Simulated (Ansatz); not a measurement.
**CH₄F₂NV: a ladder of functionals and wavefunction methods**

An exercise on one series of results from a longer session: the logs are not shown, and one member is left open.

Method: functionals in def2-TZVPP, the program's frozen cores in correlated methods; program: Ansatz 0.2.0, Gaussian basis.

The runs, in order: LDA (SPW92), PBE-D4, revPBE-D4, BLYP-D4, r2SCAN-D4, B97M-V, PBE0-D4, B3LYP-D4, r2SCANh-D4, r2SCAN0-D4, HSE06-D4, BHLYP-D4, CAM-B3LYP-D4, LC-ωPBE, ωB97X-V, ωB97M-V, B2PLYP, PBE-QIDH; CCSD(T)/def2-SVP; CCSD(T)/def2-TZVPP; MP2/def2-QZVPP; extrapolation to the limit; RPA on PBE.

**The geometry**

All runs share one geometry, relaxed beforehand with PBE0-D4 in a triple-zeta def2 set.

SMILES `[CH3][V](=[NH])([F])[F]`, 9 atoms, charge 0, spin multiplicity 1.

Atoms are counted from 1 here; the program's logs count them from 0.

Bond lengths: C1–V2 1.995 Å, C1–H6 1.091 Å, C1–H7 1.095 Å, C1–H8 1.091 Å, V2–N3 1.599 Å, V2–F4 1.733 Å, V2–F5 1.733 Å, N3–H9 1.011 Å. Angles: V2–C1–H6 109.7°, V2–C1–H7 105.7°, V2–C1–H8 109.5°, H6–C1–H7 110.9°, H6–C1–H8 110.1°, H7–C1–H8 110.9°, C1–V2–N3 101.9°, C1–V2–F4 107.0°, C1–V2–F5 107.0°, N3–V2–F4 111.4°, N3–V2–F5 111.4°, F4–V2–F5 116.8°, V2–N3–H9 173.4°.

Set-up of the first run:

in.yaml

```yaml
crystal:
  periodic: [false, false, false]
  atoms:
    - {symbol: C, position_ang: [-1.153284, 0.082423, -0.445905]}
    - {symbol: V, position_ang: [0.820112, 0.090079, -0.150380]}
    - {symbol: N, position_ang: [0.928860, -0.418568, 1.361720]}
    - {symbol: F, position_ang: [1.501542, -1.057718, -1.255058]}
    - {symbol: F, position_ang: [1.348027, 1.733165, -0.305099]}
    - {symbol: H, position_ang: [-1.541173, -0.927525, -0.307471]}
    - {symbol: H, position_ang: [-1.299396, 0.419180, -1.477409]}
    - {symbol: H, position_ang: [-1.630002, 0.766252, 0.257670]}
    - {symbol: H, position_ang: [1.113815, -0.733488, 2.304732]}
basis:
  gaussian: {orbitals: def2-TZVPP}
hamiltonian: {xc: lda}
output: {orbitals: {seedname: orbitals}}
```

Steps of the session up to this table: LDA; PBE-D4 (GGA); revPBE-D4 (GGA); BLYP-D4 (GGA); r2SCAN-D4 (meta-GGA); B97M-V (meta-GGA); PBE0-D4 (hybrid); B3LYP-D4 (hybrid); r2SCANh-D4 (hybrid); r2SCAN0-D4 (hybrid); HSE06-D4 (hybrid); BHLYP-D4 (hybrid); CAM-B3LYP-D4 (range-separated); LC-ωPBE-D4 (range-separated; the results give it without D4); ωB97X-V (range-separated); ωB97M-V (range-separated); B2PLYP (double hybrid); PBE-QIDH (double hybrid).

One table of the session follows, with a row left open; its other results are not shown here.

It belongs to the step «Orbital energies across the functionals». 

```
  functional  HOMO (eV)  LUMO (eV)  gap (eV)
 LDA (SPW92)      -7.57      -4.17      3.40
      PBE-D4      -7.34      -3.87      3.47
   revPBE-D4      -7.26      -3.77      3.49
     BLYP-D4      -7.23      -3.79      3.44
   r2SCAN-D4      -7.64      -3.80      3.84
      B97M-V      -7.69      -3.75      3.95
     PBE0-D4      -8.84      -2.74      6.09
    B3LYP-D4      -8.59      -3.06      5.53
  r2SCANh-D4          ?          ?         ?
  r2SCAN0-D4      -9.05      -2.68      6.37
    HSE06-D4      -8.43      -3.13      5.30
    BHLYP-D4     -10.19      -1.41      8.79
CAM-B3LYP-D4     -10.30      -1.56      8.74
     LC-ωPBE     -11.68      -0.33     11.36
     ωB97X-V     -11.30      -0.35     10.94
     ωB97M-V     -11.22      -0.34     10.88
```

Estimate the missing values for r2SCANh-D4.

Worked estimate for «HOMO (eV)». Against the share of exact exchange, r2SCAN-D4 (0, -7.64), r2SCAN0-D4 (0.25, -9.05) give a slope of -5.64 per unit share; at 0.1 the line stands at -8.20.

**Answer.** HOMO (eV): -8.21; LUMO (eV): -3.36; gap (eV): 4.85. In «HOMO (eV)» the line misses by +0.01.
